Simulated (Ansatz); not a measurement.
A run of Ansatz 0.2.0:

The input input.yaml:

```yaml
crystal:
  lattice:
    - [0.0, 3.03744723, 3.03744723]
    - [3.03744723, 0.0, 3.03744723]
    - [3.03744723, 3.03744723, 0.0]
  atoms:
    - { symbol: Pt, position: [0.0, 0.0, 0.0], spin: 0.5 }
    - { symbol: Se, position: [0.25, 0.25, 0.25] }
kpoints:
  mp_grid: { grid: [5, 5, 5] }
scf:
  occupations: { method: gaussian, width: 0.05 }
hamiltonian:
  xc: pbe
  pseudopotentials: { kind: all_electron, lapw: { basis_error: 0.001 } }
  hubbard:
    sites: [{ species: Pt, l: d, u_eff: 2 }]
    double_counting: fll
    projectors: ortho-atomic
magnetization:
  spin_polarized: true
output:
  forces: true
  stress: true
  eigenvalues: true
  hubbard: {}
```

Potentials or basis: all-electron LAPW, scalar-relativistic.

Launch:

```console
$ ansatz run input.yaml --threads 1 --pin off --max-ram 3072MiB --backend cpu --events-out ev --progress --plain --runs-dir out
```

Hardware: 1 thread of Arm Neoverse V2, with other jobs on the host.

Q: Estimate the wall time of this run.

A: It took 47 s on 1 thread of Arm Neoverse V2 (shared host), peak memory 0.35 GiB. Counts: scf iterations 23, plane waves 561, k points 10, bands 40.
